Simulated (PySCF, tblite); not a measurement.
**CH₇B₃O₃: geometry, infrared bands and NMR shifts**

What infrared bands and NMR shifts should CH₇B₃O₃ (`BOB(OB)OC`) show?

The runs use tblite 0.8.0 and PySCF 2.14.0, with density-fitted response routines of our own; the level of theory stands in each step. All values are computed, except where a source is named. Atoms count from 0, in the outputs and in this text.

## 1. The molecule as given

14 atoms, charge 0, multiplicity 1; geometry from: force field or distance geometry start.

Bonds of the start (Å): B0–O1 1.46, O1–B2 1.48, B2–O3 1.48, O3–B4 1.46, B2–O5 1.46, O5–C6 1.41, B0–H7 1.18, B0–H8 1.18, B4–H9 1.18, B4–H10 1.19, C6–H11 1.12, C6–H12 1.12, C6–H13 1.12.

## 2. Relaxing the molecule with GFN2-xTB

What the job is given:

```
{"job": {"kind": "relax", "xc": "GFN2-xTB", "basis": "xTB"}, "charge": 0, "multiplicity": 1}
B     -1.514000    -1.206900    -1.385700
O     -1.624500    -0.184200    -0.344900
B     -0.245400     0.297300    -0.107700
O      0.262700     1.420400    -0.922800
B     -0.147500     2.630600    -0.209200
O      0.541100    -0.227200     1.008900
C      1.406200    -1.229200     0.526800
H     -1.393100    -2.339400    -1.093900
H     -1.647900    -0.900600    -2.517800
H      0.567300     3.127700     0.585200
H     -1.169400     3.158900    -0.497500
H      0.832100    -2.121900     0.173900
H      2.040000    -1.573800     1.379700
H      2.091600    -0.852200    -0.267800
```

Launch:

```sh
> OMP_NUM_THREADS=1 python probes_run.py task.json out
```

The driver reads the jobs from task.json and runs them one after another.

**Question.** This job is followed by: GFN2-xTB harmonic vibrations, gas phase; GIAO PBE0/pcSseg-1 NMR shielding, non-relativistic, gas phase. Predict these results of the whole session: strongest single infrared mode (GFN2-xTB); zero-point energy (GFN2-xTB); ¹³C shifts against TMS (PBE0/pcSseg-1); ¹H shifts against TMS (PBE0/pcSseg-1, means over atoms taken as alike); ¹¹B shifts against BF3·OEt2 (PBE0/pcSseg-1, means over atoms taken as alike); ¹⁷O shifts against H2O (PBE0/pcSseg-1, means over atoms taken as alike).

**Answer**, as computed:

| quantity | value |
| --- | --- |
| strongest single infrared mode (GFN2-xTB) | 1511 cm⁻¹, 836 km/mol |
| zero-point energy (GFN2-xTB) | 59.3 kcal/mol |
| ¹³C shifts against TMS (PBE0/pcSseg-1) | 55.2 ppm |
| ¹H shifts against TMS (PBE0/pcSseg-1, means over atoms taken as alike) | 5.42, 3.92 ppm |
| ¹¹B shifts against BF3·OEt2 (PBE0/pcSseg-1, means over atoms taken as alike) | 43.2, 13.3 ppm |
| ¹⁷O shifts against H2O (PBE0/pcSseg-1, means over atoms taken as alike) | 242.1, 75.1 ppm |

**Reading.** The optimisation took 131 steps and gained 3.067 eV; among the close pairs (by a distance rule), O3–B4 changed most, from 1.464 to 1.307 Å. The lowest mode is slightly imaginary (11i cm⁻¹), a soft motion within the noise of the Hessian, so the minimum is not strictly shown. The strongest single mode, at 1511 cm⁻¹, moves mainly O3 and B4. Unscaled tight-binding wavenumbers are off by several per cent, some by more. Its intensities can rank the bands wrongly. At PBE0/pcSseg-1: The largest span, 291 ppm, is at O1, O3, where the paramagnetic term is -300 ppm.
